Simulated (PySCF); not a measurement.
# C2H2N2Si: the cost of one run

Computed with PySCF 2.14.0, with density-fitted response routines of our own, on a single molecule in the gas phase. Atoms are numbered from 0 throughout.

## (1) The molecule as given

7 atoms, charge 0, multiplicity 1; geometry from: GFN2-xTB. The atoms were then displaced at random by about 0.01 Å, so the start is not that level's minimum.

Bonds of the start (Å): N0–C1 1.14, C1–Si2 1.86, Si2–C3 1.91, C3–N4 1.12, Si2–H5 1.47, Si2–H6 1.45.

## (2) Geometry optimisation at PBE0-D3(BJ)/def2-SVP

The job: settings as JSON, then the geometry in Å.

```
{"job": {"xc": "PBE0", "basis": "def2-SVP", "d3": "d3bj", "grid": 1, "shake": 0.01, "kind": "geom"}, "charge": 0, "multiplicity": 1}
N     -2.356940    -1.234110    -0.010820
C     -1.471980    -0.519970    -0.006510
Si    -0.019650     0.638010     0.001840
C      1.500300    -0.513010    -0.026960
N      2.375240    -1.214900    -0.055640
H      0.005200     1.387080     1.266110
H      0.001780     1.427790    -1.217960
```

On the command line:

```sh
$ OMP_NUM_THREADS=1 python probes_run.py task.json out
```

This one command runs all jobs of the session in turn.

**Question.** How long does this first job take on 1 thread of Arm Neoverse N1, shared host?

About 30 s.
